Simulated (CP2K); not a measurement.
**GeCN2 under changes of volume**

One of the cells (13.716 Å³/atom); the others are scaled copies at fixed shape and fractional positions:

```
Ge N C
1.0
     5.34003    0.00000    0.00000
     4.13491    3.37912    0.00000
     4.13491    1.47466    3.04036
Ge N C
1 2 1
Direct
  0.00000 0.00000 0.00000
  0.58390 0.58390 0.58390
  0.41610 0.41610 0.41610
  0.50000 0.50000 0.50000
```

The cell comes from a database or a generator and needn't be the stable form of this composition.

* Program: CP2K 2026.2
* Functional: PBE
* Potentials or basis: POTENTIAL_UZH Ge GTH-PBE-q4, N GTH-PBE-q5, C GTH-PBE-q4; TZVP-MOLOPT-PBE-GTH basis
* Density cutoff: 6123 eV
* k mesh: 9 × 9 × 9
* Occupations: fermi-dirac, width 0.05 eV
* Spin: no spin polarisation

```tsv
volume (Å³/atom)	energy over the lowest point (meV/atom)	pressure (GPa)	gap on the mesh (eV)	largest force (eV/Å)
12.893	27.31	10.1	1.00	2.117
13.167	12.90	6.8	1.05	1.450
13.441	?	?	?	?
13.716	0.00	0.9	1.14	0.246
13.990	0.56	-1.6	1.18	0.296
14.264	5.23	-3.9	1.22	0.803
14.538	13.64	-5.9	1.25	1.277
```

Q: What does the run at 13.441 Å³/atom give?

A: Energy over the lowest point 3.96 meV/atom; pressure 3.7 GPa; gap on the mesh 1.10 eV; largest force 0.827 eV/Å.

Worked out: A Birch-Murnaghan fit of order 3 (a polynomial in V^(-2/3)) to the other rows has its minimum at 13.82 Å³/atom with B0 = V·E''(V) = 128 GPa and B' = 3.8 at fixed shape and positions, which overstates the stiffness. It gives 3.97 meV/atom at 13.441 Å³/atom, against the run's 3.96, and -dE/dV = 3.7 GPa, against 3.7. A straight line through the other rows of the gap, of slope 2.1 eV per unit of ln V, gives 1.09 eV, against the run's 1.10.

Energies are extrapolated to zero smearing.

Caveats: an odd mesh through Γ misses points on the zone boundary, where band edges often lie; the basis of atomic orbitals isn't converged, which shifts pressures, moduli and gaps; forces of over 1 eV/Å show positions far from the minimum, so gaps and moduli don't describe the material at rest (some runs). Spin-orbit coupling on Ge is left out.
